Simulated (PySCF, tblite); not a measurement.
# Si25H30S2: electronic excitations, NMR shifts

What do calculations give for the electronic excitations, NMR shifts of Si25H30S2?

Computed with tblite 0.8.0 and PySCF 2.14.0 and routines of our own; the level stands in each step. Atoms count from 0.

## (1) The system as given

57 atoms, charge 0, multiplicity 1; geometry from: force field, distance geometry or constructed start.

## (2) Optimising the geometry with GFN2-xTB

What the job is given:

```
{"job": {"kind": "relax", "xc": "GFN2-xTB", "basis": "xTB"}, "charge": 0, "multiplicity": 1}
Si    -4.117200    -0.363300    -3.114300
Si    -4.203200    -0.553500     2.941000
Si    -4.111900    -0.416300     0.717200
Si    -4.158500     1.712500    -0.014600
Si    -4.311900     1.685300    -2.236100
Si     3.260100    -0.379700    -3.069100
Si     5.057800    -1.477200    -0.102000
Si     5.042200    -1.531700    -2.334100
Si    -0.447900    -0.353400    -3.075000
Si     1.389800    -1.385300    -0.082100
Si     1.394600    -1.379500    -2.329700
Si    -2.278200    -1.407100    -0.094000
Si    -2.296400    -1.394800    -2.331700
Si     3.278300    -0.468100     2.939000
Si     3.254400    -0.405400     0.702800
Si    -0.461100    -0.390200     2.948200
Si    -0.448800    -0.366000     0.699800
Si     1.390900    -1.321200     3.793000
Si    -2.291900    -1.343500     3.807400
Si     3.245200     1.716300    -0.018500
Si     3.378600     1.705900    -2.252500
Si    -0.459600     1.762000    -0.028900
Si    -0.463400     1.734200    -2.257900
Si     1.399700     2.778700     0.681200
Si    -2.319400     2.789700     0.681600
S      1.455900     2.521500    -2.816900
S     -2.397800     2.532000    -2.799200
H     -4.087600    -0.295900    -4.536300
H     -5.285000    -1.137100    -2.832900
H     -5.295800    -1.375700     3.351600
H     -4.500100     0.719900     3.509900
H     -5.260600    -1.086500     0.184700
H     -5.306500     2.360700     0.532800
H     -5.438700     2.400300    -2.723700
H      3.260800    -0.344200    -4.496100
H      6.251600    -0.854100     0.370800
H      5.121700    -2.801700     0.427300
H      6.248500    -0.996400    -2.872500
H      5.001700    -2.881800    -2.812500
H     -0.452200    -0.325500    -4.499800
H      1.376700    -2.743600     0.365200
H      1.393900    -2.734400    -2.786900
H     -2.250100    -2.760100     0.348900
H     -2.282200    -2.743600    -2.808900
H      4.399200    -1.211700     3.402500
H      3.500300     0.844100     3.456800
H     -0.466800     0.976300     3.360400
H      1.393200    -1.175900     5.216600
H      1.363100    -2.730200     3.594700
H     -2.292800    -1.186200     5.225300
H     -2.228600    -2.767000     3.629000
H      4.394000     2.384300     0.509700
H      4.502400     2.427100    -2.745400
H      1.417400     4.138400     0.240100
H      1.402400     2.878300     2.107500
H     -2.341600     4.143000     0.229400
H     -2.306600     2.889900     2.101200
```

Run with:

```console
$ OMP_NUM_THREADS=4 python large_run.py task.json out
```

The driver reads the jobs from task.json and runs them one after another.

The program printed:

```text
step      E/eV     max force
  0   -1758.04004    1.634
  1   -1758.54240    1.468
  2   -1760.74776    0.648
  3   -1760.99095    0.674
  4   -1761.11585    0.570
  5   -1761.23442    0.412
  6   -1761.34697    0.587
  7   -1761.46335    0.669
  8   -1761.59485    0.642
  9   -1761.70439    0.607
 10   -1761.79137    0.448
 11   -1761.85303    0.382
 12   -1761.89800    0.313
 13   -1761.93300    0.337
 14   -1761.96153    0.284
 15   -1761.99093    0.322
 16   -1762.02150    0.358
 17   -1762.04879    0.369
 18   -1762.07414    0.345
 19   -1762.09683    0.312
 20   -1762.11451    0.222
 21   -1762.12630    0.192
 22   -1762.13307    0.139
 23   -1762.13794    0.122
 24   -1762.14272    0.120
 25   -1762.14761    0.114
 26   -1762.15327    0.162
 27   -1762.16049    0.181
 28   -1762.16898    0.175
 29   -1762.17672    0.137
 30   -1762.18197    0.096
 31   -1762.18511    0.085
 32   -1762.18759    0.081
 33   -1762.19014    0.100
 34   -1762.19276    0.097
 35   -1762.19556    0.103
 36   -1762.19859    0.112
 37   -1762.20156    0.097
 38   -1762.20390    0.086
 39   -1762.20559    0.063
 40   -1762.20711    0.061
 41   -1762.20884    0.089
 42   -1762.21092    0.124
 43   -1762.21329    0.117
 44   -1762.21576    0.084
 45   -1762.21803    0.070
 46   -1762.21978    0.078
 47   -1762.22097    0.075
 48   -1762.22183    0.045
 49   -1762.22260    0.047
 50   -1762.22341    0.059
 51   -1762.22436    0.071
 52   -1762.22550    0.068
 53   -1762.22679    0.064
 54   -1762.22816    0.056
 55   -1762.22943    0.075
 56   -1762.23055    0.074
 57   -1762.23161    0.062
 58   -1762.23263    0.060
 59   -1762.23355    0.055
 60   -1762.23438    0.065
 61   -1762.23514    0.049
 62   -1762.23586    0.053
 63   -1762.23660    0.050
 64   -1762.23735    0.071
 65   -1762.23806    0.064
 66   -1762.23870    0.042
 67   -1762.23926    0.042
 68   -1762.23976    0.039
 69   -1762.24025    0.043
 70   -1762.24074    0.034
 71   -1762.24121    0.034
 72   -1762.24167    0.043
 73   -1762.24212    0.052
 74   -1762.24255    0.044
 75   -1762.24290    0.027
 76   -1762.24316    0.023
 77   -1762.24339    0.029
 78   -1762.24363    0.027
 79   -1762.24392    0.031
 80   -1762.24423    0.028
 81   -1762.24450    0.030
 82   -1762.24470    0.026
 83   -1762.24489    0.021
 84   -1762.24508    0.022
 85   -1762.24527    0.022
 86   -1762.24544    0.026
 87   -1762.24559    0.026
 88   -1762.24574    0.021
 89   -1762.24590    0.027
 90   -1762.24610    0.033
 91   -1762.24631    0.028
 92   -1762.24650    0.026
 93   -1762.24666    0.025
 94   -1762.24678    0.020
```

Wall time 35 s (4 threads of Arm Neoverse N1, shared host); peak memory 0.18 GiB.

The steps of the relaxation:

| step | energy from step 0 (eV) | largest force (eV/Å) |
| --- | --- | --- |
| 0 | 0.0000 | 1.6336 |
| 1 | -0.5024 | 1.4683 |
| 2 | -2.7077 | 0.6481 |
| 3 | -2.9509 | 0.6732 |
| 4 | -3.0758 | 0.5703 |
| 5 | -3.1944 | 0.4120 |
| 6 | -3.3069 | 0.5871 |
| 7 | -3.4233 | 0.6680 |
| 8 | -3.5548 | 0.6414 |
| 15 | -3.9509 | 0.3217 |
| 22 | -4.0930 | 0.1395 |
| 30 | -4.1419 | 0.0962 |
| 37 | -4.1615 | 0.0971 |
| 45 | -4.1780 | 0.0708 |
| 52 | -4.1855 | 0.0679 |
| 60 | -4.1943 | 0.0648 |
| 67 | -4.1992 | 0.0416 |
| 75 | -4.2029 | 0.0272 |
| 82 | -4.2047 | 0.0255 |
| 90 | -4.2061 | 0.0328 |
| 91 | -4.2063 | 0.0285 |
| 92 | -4.2065 | 0.0261 |
| 93 | -4.2066 | 0.0249 |
| 94 | -4.2067 | 0.0199 |

Distances of close pairs at the start and the end, largest changes first:

| bond | before (Å) | after (Å) | change (Å) |
| --- | --- | --- | --- |
| Si16–Si21 | 2.249 | 2.429 | +0.180 |
| Si11–Si16 | 2.250 | 2.400 | +0.150 |
| Si21–Si22 | 2.229 | 2.379 | +0.150 |
| Si14–Si19 | 2.241 | 2.387 | +0.146 |
| Si9–Si14 | 2.248 | 2.393 | +0.145 |
| Si9–Si16 | 2.243 | 2.385 | +0.142 |
| Si11–Si12 | 2.238 | 2.370 | +0.133 |
| Si2–Si11 | 2.237 | 2.364 | +0.127 |

The end geometry stands in the next job.

## (3) Electronic excitations: TDA B3LYP/6-31G*

What the job is given:

```
{"job": {"kind": "uv", "basis": "6-31G*", "grid": 1, "kgrid": 0, "vcut": 1.5, "nstates": 6, "ntriplets": 2, "tda": true, "delta": ["ip_vertical"], "pop": true, "xc": "B3LYP"}, "charge": 0, "multiplicity": 1}
Si    -4.273741    -0.344102    -3.362205
Si    -4.442059    -0.474260     3.113839
Si    -4.349288    -0.343712     0.783907
Si    -4.254830     1.840865    -0.098102
Si    -4.070978     1.780800    -2.438921
Si     3.383823    -0.473104    -3.279087
Si     5.397584    -1.442905    -0.182473
Si     5.387825    -1.396759    -2.510017
Si    -0.494928    -0.654990    -3.201083
Si     1.503943    -1.510491    -0.081290
Si     1.498913    -1.623688    -2.449033
Si    -2.493630    -1.502855    -0.110391
Si    -2.516411    -1.609280    -2.478229
Si     3.414012    -0.428913     3.109990
Si     3.476023    -0.447996     0.760209
Si    -0.511382    -0.563335     3.171605
Si    -0.490320    -0.541746     0.797073
Si     1.498808    -1.348101     4.048843
Si    -2.512921    -1.377630     4.044039
Si     3.289398     1.777287    -0.081941
Si     3.128213     1.696985    -2.420927
Si    -0.473398     1.796711     0.139576
Si    -0.473387     1.494257    -2.220270
Si     1.476222     2.864118     0.887154
Si    -2.414596     2.887265     0.874849
S      1.227981     2.556586    -3.062937
S     -2.145843     2.637556    -3.021461
H     -4.293074    -0.376179    -4.830016
H     -5.610352    -0.823045    -2.977952
H     -5.657814    -1.165629     3.571237
H     -4.622486     0.893917     3.630264
H     -5.572777    -0.971454     0.235543
H     -5.521416     2.534198     0.207516
H     -4.902234     2.790275    -3.098726
H      3.341036    -0.480714    -4.754286
H      6.611657    -0.799519     0.342906
H      5.514542    -2.825322     0.303181
H      6.564185    -0.685542    -3.031305
H      5.543105    -2.750185    -3.058120
H     -0.479154    -0.560582    -4.675727
H      1.531225    -2.904681     0.409537
H      1.523575    -3.039080    -2.862766
H     -2.522862    -2.893197     0.391277
H     -2.564670    -3.016325    -2.917953
H      4.643402    -1.035058     3.646348
H      3.525633     0.977139     3.536125
H     -0.519973     0.896681     3.471276
H      1.516094    -1.278427     5.520266
H      1.526014    -2.797519     3.783666
H     -2.535104    -1.300585     5.514559
H     -2.504590    -2.828335     3.784688
H      4.576940     2.446722     0.192595
H      3.981447     2.673378    -3.099340
H      1.469519     4.317720     0.680179
H      1.515189     2.699062     2.350561
H     -2.381450     4.338636     0.665649
H     -2.448709     2.727239     2.340094
```

Method: TDA B3LYP/6-31G*, vertical, gas phase, core orbitals frozen in the response, virtual orbitals cut by energy.

The program printed:

```text
start: PBE on a coarse grid of 58853 points
cycle   1  E = -8048.1013916276  dE =  2.002e+00  |g| = 4.584e-01  |ddm| = 7.901e+00
cycle   2  E = -8047.8706147603  dE =  2.308e-01  |g| = 9.189e-01  |ddm| = 3.467e+00
cycle   3  E = -8048.1632574864  dE = -2.926e-01  |g| = 1.905e-01  |ddm| = 3.001e+00
cycle   4  E = -8048.1730027588  dE = -9.745e-03  |g| = 1.152e-01  |ddm| = 7.480e-01
cycle   5  E = -8048.1781597083  dE = -5.157e-03  |g| = 3.054e-02  |ddm| = 3.228e-01
cycle   6  E = -8048.1784936847  dE = -3.340e-04  |g| = 1.305e-02  |ddm| = 1.030e-01
cycle   7  E = -8048.1785586673  dE = -6.498e-05  |g| = 3.708e-03  |ddm| = 3.737e-02
final grid: 225508 points
cycle   8  E = -8052.0821349509  dE = -1.868e-02  |g| = 9.020e-02  |ddm| = 8.815e-01
cycle   9  E = -8052.0758227130  dE =  6.312e-03  |g| = 1.588e-01  |ddm| = 6.214e-01
cycle  10  E = -8052.0849510917  dE = -9.128e-03  |g| = 2.051e-02  |ddm| = 4.081e-01
cycle  11  E = -8052.0850877475  dE = -1.367e-04  |g| = 8.939e-03  |ddm| = 6.138e-02
cycle  12  E = -8052.0851186725  dE = -3.092e-05  |g| = 2.496e-03  |ddm| = 2.557e-02
cycle  13  E = -8052.0851141703  dE =  4.502e-06  |g| = 4.905e-04  |ddm| = 7.117e-03
cycle  14  E = -8052.0851179076  dE = -3.737e-06  |g| = 2.342e-04  |ddm| = 1.610e-03
cycle  15  E = -8052.0851194314  dE = -1.524e-06  |g| = 6.679e-05  |ddm| = 6.270e-04
converged SCF energy = -8052.0851194314
Vertical ionisation energy (delta-SCF) = 7.2048 eV   <S^2> = 0.753

Static polarisability (au): isotropic 711.481, principal 548.708 717.974 867.762

Singlet excitations
state   eV       nm        f      main configurations
  1   3.6223    342.3   0.00004   H->L 0.94
  2   3.6714    337.7   0.00035   H->L+1 0.89
  3   3.8294    323.8   0.00689   H->L+2 0.83
  4   3.9295    315.5   0.00643   H->L+3 0.88
  5   4.0636    305.1   0.00037   H-1->L 0.84
  6   4.1074    301.9   0.00065   H->L+4 0.55, H-1->L+1 0.27

Triplet excitations (Tamm-Dancoff, eV): 3.4777 3.5549
```

It took 8.1 min on 4 threads of Arm Neoverse N1, shared host; peak memory 3.8 GiB.

The orbitals next to the gap, with their largest atomic shares:

| orbital | eV | atoms |
| --- | --- | --- |
| HOMO−4 | -7.09 | Si16 14 %, Si9 14 %, Si10 10 % |
| HOMO−3 | -6.78 | S25 12 %, Si16 11 %, S26 10 % |
| HOMO−2 | -6.74 | Si16 11 %, Si9 10 %, Si11 9 % |
| HOMO−1 | -6.50 | S26 30 %, S25 28 %, Si5 5 % |
| HOMO | -6.09 | S25 24 %, S26 22 %, Si21 11 % |
| LUMO | -1.87 | Si9 10 %, Si16 9 %, Si11 8 % |
| LUMO+1 | -1.66 | Si22 16 %, S25 10 %, Si20 9 % |
| LUMO+2 | -1.58 | Si22 12 %, Si4 8 %, S26 6 % |
| LUMO+3 | -1.50 | Si16 8 %, Si4 8 %, Si21 6 % |

With each of the 6 states as a Gaussian band of 0.4 eV half-width at 1/e, the curve within the window shown has maxima at 319 nm (ε 570) L/(mol cm). Beyond the last state computed it falls off for lack of states. The curve at chosen wavelengths:

nm, ε (L/mol/cm) and a bar:
```
      281        120 ######
      286        183 #########
      291        260 #############
      296        343 ##################
      301        423 ######################
      307        505 ##########################
      312        551 #############################
      317        572 ##############################
      322        569 ##############################
      327        543 ############################
      332        500 ##########################
      337        445 #######################
      342        383 ####################
      348        309 ################
      353        252 #############
      358        200 ##########
      363        156 ########
      368        119 ######
      373         90 ####
      378         67 ###
      383         49 ##
      389         33 #
      394         23 #
      399         17 
      404         12 
      409          8
```

Leading natural transition orbitals of singlet state 3: the hole lies on S25, S26 about 23 % each; Si21 11 %; Si8, Si22 about 8 % each; the particle on Si4, Si22 about 9 % each; S26 7 %; Si20 7 %.

Leading natural transition orbitals of singlet state 1: the hole lies on S25, S26 about 21 % each; Si21 12 %; Si8, Si22 about 8 % each; the particle on Si9, Si11, Si16 about 7 % each.

Further results of this job:

| property | computed |
| --- | --- |
| dipole moment (D) | 2.79 |
| polarisability (Å³) | 105.43 |
| HOMO–LUMO gap (eV) | 4.22 |
| −ε(HOMO) (eV) | 6.09 |

Orbitals, density, ELF and potential are computed afterwards from the orbital file.

Frontier orbitals at B3LYP/6-31G*, with the share of their density that lies nearest to each atom:

| orbital | energy (eV) | lies on |
| --- | --- | --- |
| HOMO | -6.09 | S25, S26 about 22 % each; Si21 11 %; Si8, Si22 about 8 % each |
| LUMO | -1.87 | Si9, Si11, Si16 about 8 % each; Si10, Si14 about 6 % each |

ELF in a plane through or near 10 of the atoms.

Ten even steps from ' ' (0.00) to '@' (1.00):
```
                                                        
                                                        
                      ##@@%%::    ==##--                
                      ##@@@@--  ..@@@@@@..              
            --%%**..::::::--::  ::%%@@##                
            ::%%##--**----**%%**%%==++##==++%%##        
                ::----::--**++::%%++++@@::**@@@@==      
        ..::::..--==..    --##%%--..::++::==##**        
      --++--..****++%%==++**::--==..::##%%**            
      ..--::##++++##++++--%%..++@@++@@::==**++..        
        ++@@@@++  ..**--++++--##++::%%++==@@@@++        
    ..==------++..--**##++      ++**::....==--          
    ==##**::--@@--%%==..%%++--++==--::..                
    ..==--::++++  ++##**####++##++##++..**%%++          
            ..##@@**..  ++**==--..==..##++%%**          
            ..@@@@%%    @@@@@@--  ==@@@@==..            
              ..::      ++@@##    **@@@@**              
                                    --==                
                                                        
                                                        
```
The map spans 19.1 Å across and 16.7 Å up, centred on the molecule. Atoms in the plane (x, y in Å): Si0 (3.8, -3.8), Si2 (4.4, 0.3), Si6 (-5.5, 0.6), Si7 (-5.8, -1.7), Si8 (0.0, -3.1), Si9 (-1.6, 0.3), Si17 (-1.1, 4.3), Si18 (2.9, 3.9), H39 (-0.2, -4.6), H49 (3.1, 5.3).

On the surface of density 0.002 e/bohr³ the electrostatic potential runs, from the 1st to the 99th percentile, from -0.99 V near S26 to 1.29 V near Si6.

[end of part 1 of 2]
